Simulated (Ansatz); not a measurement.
**C3H6AlFSi: up Jacob's ladder to CCSD(T)**

An exercise on one series of results from a longer session: the logs are not shown, and one member is left open.

Method: functionals in def2-TZVPP, the program's frozen cores in correlated methods; program: Ansatz 0.2.0, Gaussian basis.

Levels to be run: LDA (SPW92), PBE-D4, revPBE-D4, BLYP-D4, r2SCAN-D4, B97M-V, PBE0-D4, B3LYP-D4, r2SCANh-D4, r2SCAN0-D4, HSE06-D4, BHLYP-D4, CAM-B3LYP-D4, LC-ωPBE, ωB97X-V, ωB97M-V, B2PLYP, PBE-QIDH; CCSD(T)/def2-SVP; CCSD(T)/def2-TZVPP; MP2/def2-QZVPP; extrapolation to the limit; RPA on PBE.

## Structure used throughout

All runs share one geometry, relaxed beforehand with PBE0-D4 in a triple-zeta def2 set.

12 atoms, charge 0, spin multiplicity 1.

Atoms are counted from 1 here; the program's logs count them from 0.

Bond lengths: C1–C2 1.340 Å, C1–H7 1.090 Å, C1–H8 1.091 Å, C2–Al3 1.965 Å, C2–Si5 1.832 Å, Al3–C4 1.946 Å, Al3–Si5 2.340 Å, C4–H9 1.093 Å, C4–H10 1.093 Å, C4–H11 1.094 Å, Si5–F6 1.609 Å, Si5–H12 1.486 Å. Angles: C2–C1–H7 122.1°, C2–C1–H8 122.9°, H7–C1–H8 114.9°, C1–C2–Al3 116.8°, C1–C2–Si5 141.5°, Al3–C2–Si5 76.0°, C2–Al3–C4 138.3°, C2–Al3–Si5 49.4°, C4–Al3–Si5 166.8°, Al3–C4–H9 111.5°, Al3–C4–H10 111.3°, Al3–C4–H11 110.0°, H9–C4–H10 108.4°, H9–C4–H11 108.0°, H10–C4–H11 107.5°, C2–Si5–Al3 54.6°, C2–Si5–F6 124.6°, C2–Si5–H12 107.8° and more.

The first run:

File in.yaml:

```yaml
crystal:
  periodic: [false, false, false]
  atoms:
    - {symbol: C, position_ang: [-0.676343, -0.784325, 1.719882]}
    - {symbol: C, position_ang: [-0.247630, 0.374742, 1.201783]}
    - {symbol: Al, position_ang: [0.477138, 0.316218, -0.623477]}
    - {symbol: C, position_ang: [1.288063, -0.984285, -1.822739]}
    - {symbol: Si, position_ang: [-0.866902, 1.916502, 0.430291]}
    - {symbol: F, position_ang: [-2.409054, 2.376647, 0.418133]}
    - {symbol: H, position_ang: [-0.019164, -1.645986, 1.834071]}
    - {symbol: H, position_ang: [-1.696652, -0.933600, 2.075640]}
    - {symbol: H, position_ang: [2.016670, -1.610418, -1.302252]}
    - {symbol: H, position_ang: [1.790222, -0.492398, -2.659221]}
    - {symbol: H, position_ang: [0.517171, -1.639258, -2.239982]}
    - {symbol: H, position_ang: [-0.096420, 3.050961, 1.001870]}
basis:
  gaussian: {orbitals: def2-TZVPP}
hamiltonian: {xc: lda}
output: {orbitals: {seedname: orbitals}}
```

On the command line:

```
ansatz run in.yaml --threads 4 --pin off --events-out ev --progress --plain --max-ram 10444MiB
```

Steps of the session up to this table: LDA; PBE-D4 (GGA); revPBE-D4 (GGA); BLYP-D4 (GGA); r2SCAN-D4 (meta-GGA); B97M-V (meta-GGA); PBE0-D4 (hybrid); B3LYP-D4 (hybrid); r2SCANh-D4 (hybrid); r2SCAN0-D4 (hybrid); HSE06-D4 (hybrid); BHLYP-D4 (hybrid); CAM-B3LYP-D4 (range-separated); LC-ωPBE (range-separated); ωB97X-V (range-separated); ωB97M-V (range-separated); B2PLYP (double hybrid); PBE-QIDH (double hybrid).

One of the session's tables, all rows but one given; the rest of the session is left out.

It belongs to the step «Frontier levels by functional». 

| functional | HOMO (eV) | LUMO (eV) | gap (eV) |
| --- | --- | --- | --- |
| LDA (SPW92) | ? | ? | ? |
| PBE-D4 | -5.39 | -2.41 | 2.98 |
| revPBE-D4 | -5.33 | -2.33 | 3.01 |
| BLYP-D4 | -5.25 | -2.25 | 3.00 |
| r2SCAN-D4 | -5.57 | -2.25 | 3.33 |
| B97M-V | -5.58 | -2.24 | 3.33 |
| PBE0-D4 | -6.34 | -1.63 | 4.71 |
| B3LYP-D4 | -6.17 | -1.79 | 4.38 |
| r2SCANh-D4 | -5.93 | -1.96 | 3.96 |
| r2SCAN0-D4 | -6.46 | -1.54 | 4.92 |
| HSE06-D4 | -5.96 | -2.00 | 3.96 |
| BHLYP-D4 | -7.19 | -0.76 | 6.43 |
| CAM-B3LYP-D4 | -7.52 | -0.62 | 6.90 |
| LC-ωPBE | -8.72 | 0.39 | 9.11 |
| ωB97X-V | -8.43 | 0.32 | 8.75 |
| ωB97M-V | -8.24 | 0.11 | 8.35 |

Q: Estimate the row for LDA (SPW92) from the others.

**Answer.** HOMO (eV): -5.52; LUMO (eV): -2.61; gap (eV): 2.91. In the column «HOMO (eV)» it lies between r2SCAN-D4 (-5.57) and PBE-D4 (-5.39).
